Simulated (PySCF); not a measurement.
# F4Ti ([TiF4]-): the cost of one run

Programs: PySCF 2.14.0, with routines of our own; each step states its level. All values are computed. Atoms count from 0.

## 1. The starting structure

5 atoms, charge -1, states of the metal's open shell are computed; geometry from: model geometry, bond lengths from ionic radii.

## 2. Ligand-field states: state-averaged CASSCF in water

The job: settings as JSON, then the geometry in Å.

```
{"job": {"kind": "lf", "basis": {"metal": "x2c-TZVPall", "ligand": "x2c-SVPall"}, "nevpt": true, "solvent": "water"}, "charge": -1, "metal": "Ti", "open_shell": "d1"}
Ti     0.000000     0.000000     0.000000
F      1.068098     1.068098     1.068098
F     -1.068098    -1.068098     1.068098
F     -1.068098     1.068098    -1.068098
F      1.068098    -1.068098    -1.068098
```

Level: state-averaged CASSCF of the metal d shell, SC-NEVPT2 on the averaged canonical orbitals, state-interaction spin-orbit coupling.

The run is started by

```bash
> OMP_NUM_THREADS=1 python lf_run.py task.json out
```

This one command runs all jobs of the session in turn.

**Question.** How long does this first job take on 1 thread of Arm Neoverse V1, shared host, and how much memory does it need?

About 4.7 s, with a peak of 0.27 GiB.
